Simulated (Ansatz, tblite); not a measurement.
# C₃₈H₂₄F₆: a ladder of methods and basis sets

Aim: run the singlet of C₃₈H₂₄F₆ at one geometry on many levels, and compare frontier levels, spin and run time.

Program: Ansatz 0.2.0, Gaussian basis. Level of theory: as each input shows. These are calculated values, not measurements.

The runs, in order: GFN1-xTB, GFN2-xTB, PBE-D4/def2-TZVP, r2SCAN-D4/def2-TZVP, PBE-D4/def2-SVP, PBE0-D4/def2-SVP.

1 further run of the same task is left out (set aside as unsound or not needed).

## 1. The structure

The singlet was relaxed beforehand with PBE-D4/def2-SVP.

SMILES `FC(F)(F)c1ccc(-c2ccc(-c3ccc(-c4ccc(-c5ccc(-c6ccc(C(F)(F)F)cc6)cc5)cc4)cc3)cc2)cc1`, 68 atoms, charge 0, spin multiplicity 1.

Bond lengths: F1–C2 1.354 Å, C2–F3 1.357 Å, C2–F4 1.359 Å, C2–C5 1.508 Å, C5–C6 1.404 Å, C5–C44 1.407 Å, C6–C7 1.399 Å, C6–H45 1.099 Å, C7–C8 1.413 Å, C7–H46 1.100 Å, C8–C9 1.482 Å, C8–C43 1.415 Å, C9–C10 1.413 Å, C9–C42 1.413 Å, C10–C11 1.398 Å, C10–H47 1.101 Å, C11–C12 1.414 Å, C11–H48 1.100 Å and more. Angles: F1–C2–F3 107.6°, F1–C2–F4 107.2°, F1–C2–C5 112.2°, F3–C2–F4 106.7°, F3–C2–C5 111.5°, F4–C2–C5 111.4°, C2–C5–C6 120.9°, C2–C5–C44 119.4°, C6–C5–C44 119.6°, C5–C6–C7 120.0°, C5–C6–H45 119.7°, C7–C6–H45 120.3°, C6–C7–C8 121.2°, C6–C7–H46 119.3°, C8–C7–H46 119.5°, C7–C8–C9 121.0°, C7–C8–C43 118.0°, C9–C8–C43 121.0° and more.

PBE0-D4/def2-TZVP was run before; its log isn't repeated, and its numbers join the tables.

## 2. GFN1-xTB

Tight binding, by tblite at 300 K electronic temperature and without a spin-polarisation term:

```python
tblite.interface.Calculator('GFN1-xTB', numbers, positions, charge=0, uhf=0).singlepoint()
```

Energy -3377.4473 eV, HOMO -11.34 eV, LUMO -8.78 eV; 0.25 s.

## 3. GFN2-xTB

Tight binding, by tblite at 300 K electronic temperature and without a spin-polarisation term:

```python
tblite.interface.Calculator('GFN2-xTB', numbers, positions, charge=0, uhf=0).singlepoint()
```

Energy -3319.8174 eV, HOMO -10.36 eV, LUMO -7.81 eV; 0.23 s.

## 4. PBE-D4/def2-TZVP

start.molden holds the orbitals of an earlier run on this state, given as this run's starting guess.

in.yaml reads:

```yaml
crystal:
  periodic: [false, false, false]
  atoms:
    - {symbol: F, position_ang: [-14.262861, 1.188565, -1.190014]}
    - {symbol: C, position_ang: [-13.759836, 0.082340, -0.592038]}
    - {symbol: F, position_ang: [-14.323128, -0.010469, 0.639135]}
    - {symbol: F, position_ang: [-14.195716, -0.990720, -1.302508]}
    - {symbol: C, position_ang: [-12.254151, 0.113772, -0.510318]}
    - {symbol: C, position_ang: [-11.507071, 1.001087, -1.302156]}
    - {symbol: C, position_ang: [-10.109207, 0.986968, -1.241612]}
    - {symbol: C, position_ang: [-9.422951, 0.088652, -0.393269]}
    - {symbol: C, position_ang: [-7.942396, 0.074957, -0.332056]}
    - {symbol: C, position_ang: [-7.228896, -1.130255, -0.142323]}
    - {symbol: C, position_ang: [-5.832504, -1.143790, -0.088341]}
    - {symbol: C, position_ang: [-5.082053, 0.047924, -0.214016]}
    - {symbol: C, position_ang: [-3.602433, 0.034079, -0.152407]}
    - {symbol: C, position_ang: [-2.882613, 1.104470, 0.426026]}
    - {symbol: C, position_ang: [-1.486624, 1.089842, 0.487336]}
    - {symbol: C, position_ang: [-0.740798, 0.007117, -0.032276]}
    - {symbol: C, position_ang: [0.738465, -0.006929, 0.030131]}
    - {symbol: C, position_ang: [1.511088, -0.594938, -0.997541]}
    - {symbol: C, position_ang: [2.907094, -0.607068, -0.938898]}
    - {symbol: C, position_ang: [3.601910, -0.034289, 0.151252]}
    - {symbol: C, position_ang: [5.081400, -0.048506, 0.213892]}
    - {symbol: C, position_ang: [5.799920, 0.989979, 0.850589]}
    - {symbol: C, position_ang: [7.195827, 0.975538, 0.912165]}
    - {symbol: C, position_ang: [7.943408, -0.076214, 0.335207]}
    - {symbol: C, position_ang: [9.423736, -0.089849, 0.397754]}
    - {symbol: C, position_ang: [10.193387, -0.615397, -0.665387]}
    - {symbol: C, position_ang: [11.591085, -0.628633, -0.609358]}
    - {symbol: C, position_ang: [12.254734, -0.114916, 0.517554]}
    - {symbol: C, position_ang: [13.761605, -0.073627, 0.569179]}
    - {symbol: F, position_ang: [14.237010, 1.151027, 0.222447]}
    - {symbol: F, position_ang: [14.226341, -0.334997, 1.816375]}
    - {symbol: F, position_ang: [14.324394, -0.971647, -0.274725]}
    - {symbol: C, position_ang: [11.506248, 0.407943, 1.587607]}
    - {symbol: C, position_ang: [10.109996, 0.419878, 1.525244]}
    - {symbol: C, position_ang: [7.227173, -1.113900, -0.303615]}
    - {symbol: C, position_ang: [5.831052, -1.101196, -0.360529]}
    - {symbol: C, position_ang: [2.828590, 0.552571, 1.179271]}
    - {symbol: C, position_ang: [1.432650, 0.567103, 1.119813]}
    - {symbol: C, position_ang: [-1.460687, -1.061719, -0.613575]}
    - {symbol: C, position_ang: [-2.856942, -1.050063, -0.669462]}
    - {symbol: C, position_ang: [-5.797017, 1.253433, -0.400400]}
    - {symbol: C, position_ang: [-7.193103, 1.266334, -0.461410]}
    - {symbol: C, position_ang: [-10.193035, -0.796102, 0.398347]}
    - {symbol: C, position_ang: [-11.589278, -0.785111, 0.343724]}
    - {symbol: H, position_ang: [-12.026098, 1.702162, -1.971305]}
    - {symbol: H, position_ang: [-9.535568, 1.670077, -1.885745]}
    - {symbol: H, position_ang: [-7.779861, -2.078986, -0.055118]}
    - {symbol: H, position_ang: [-5.309844, -2.098306, 0.075201]}
    - {symbol: H, position_ang: [-3.430850, 1.957019, 0.854405]}
    - {symbol: H, position_ang: [-0.958671, 1.947137, 0.931410]}
    - {symbol: H, position_ang: [1.006556, -1.017326, -1.879514]}
    - {symbol: H, position_ang: [3.474498, -1.038293, -1.777188]}
    - {symbol: H, position_ang: [5.254034, 1.845794, 1.275239]}
    - {symbol: H, position_ang: [7.721755, 1.819110, 1.384520]}
    - {symbol: H, position_ang: [9.686774, -0.997930, -1.564185]}
    - {symbol: H, position_ang: [12.175474, -1.037357, -1.446385]}
    - {symbol: H, position_ang: [12.022938, 0.791233, 2.480056]}
    - {symbol: H, position_ang: [9.535247, 0.803978, 2.381366]}
    - {symbol: H, position_ang: [7.774711, -1.968007, -0.730245]}
    - {symbol: H, position_ang: [5.306595, -1.946691, -0.830453]}
    - {symbol: H, position_ang: [3.331313, 0.973575, 2.062814]}
    - {symbol: H, position_ang: [0.863597, 0.999736, 1.956381]}
    - {symbol: H, position_ang: [-0.913602, -1.929161, -1.012496]}
    - {symbol: H, position_ang: [-3.383287, -1.892517, -1.142908]}
    - {symbol: H, position_ang: [-5.244757, 2.197808, -0.519527]}
    - {symbol: H, position_ang: [-7.717086, 2.225210, -0.592727]}
    - {symbol: H, position_ang: [-9.685790, -1.483476, 1.091717]}
    - {symbol: H, position_ang: [-12.171885, -1.468022, 0.979900]}
basis:
  gaussian: {orbitals: def2-TZVP, fitting: {mean_field: def2-universal-jkfit}, initial_orbitals: start.molden}
hamiltonian: {xc: pbe, dispersion: d4}
scf: {omitted_lower_state_checks: [starts]}
output: {forces: true, orbitals: {seedname: orbitals}}
```

Started as:

```sh
ansatz run in.yaml --threads 4 --pin off --events-out ev --progress --plain --max-ram 66560MiB --backend cuda --devices 0, --max-vram 37GiB
```

The runs that follow: r2SCAN-D4/def2-TZVP; PBE-D4/def2-SVP; PBE0-D4/def2-SVP.

**Question.** What will the summary of the whole plan be? Wanted: gap in def2-TZVP, named functionals, smallest and largest; binding an atom, functionals in def2-TZVP; PBE0 total energy, smallest basis above largest.

The runs gave:

```
                                                 quantity                                 value
gap in def2-TZVP, named functionals, smallest and largest   2.65 eV (PBE-D4), 4.13 eV (PBE0-D4)
                binding an atom, functionals in def2-TZVP  5.34 (r2SCAN-D4) to 5.53 eV (PBE-D4)
          PBE0 total energy, smallest basis above largest        60.68 eV (def2-SVP, def2-TZVP)
```

What this shows: Orbital gaps of the named functionals in def2-TZVP span 2.65 eV (PBE-D4) to 4.13 eV (PBE0-D4); exact exchange widens it.
